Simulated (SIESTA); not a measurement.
Runs of SIESTA 5.4.2 on Ag. The cell holds a slab with vacuum, 5 atoms: a = 2.889 Å, b = 2.889 Å, c = 24.437 Å, α = 90.00°, β = 90.00°, γ = 120.00°. 

| level | potentials or basis | gap on the mesh (eV) | largest force (eV/Å) |
| --- | --- | --- | --- |
| PBEsol | PseudoDojo 0.4 standard (PBEsol files), DZP (energy shift 0.003 Ry; two zetas on semicore shells) | none | 0.16 |
| PBE | PseudoDojo 0.4 standard (PBE files), DZP (energy shift 0.003 Ry; two zetas on semicore shells) | none | 0.17 |
| revPBE | PseudoDojo 0.4 standard (PBE files), DZP (energy shift 0.003 Ry; two zetas on semicore shells) | none | (b) |
| BLYP | PseudoDojo 0.4 standard (PBE files), DZP (energy shift 0.003 Ry; two zetas on semicore shells) | none | (a) |
| AM05 | PseudoDojo 0.4 standard (PBEsol files), DZP (energy shift 0.003 Ry; two zetas on semicore shells) | none | 0.15 |

Alike in all rows: task single point; no spin polarisation; cell as given; k mesh 11 × 11 × 1; smearing fermi-dirac 0.05 eV; grid cutoff 800 Ry; energy shift 0.003 Ry.

Question: Fill in the values left out.

Answer: (a) 0.48; (b) 0.31.

Caveats: the basis of atomic orbitals isn't converged, which shifts pressures, moduli and gaps; the potentials were made for another functional, which shifts forces and pressure (some runs).

A k mesh can miss the band edges, and the runs leave out spin-orbit coupling on Ag.

A gap of «none» marks a metal or a gap under the smearing width.
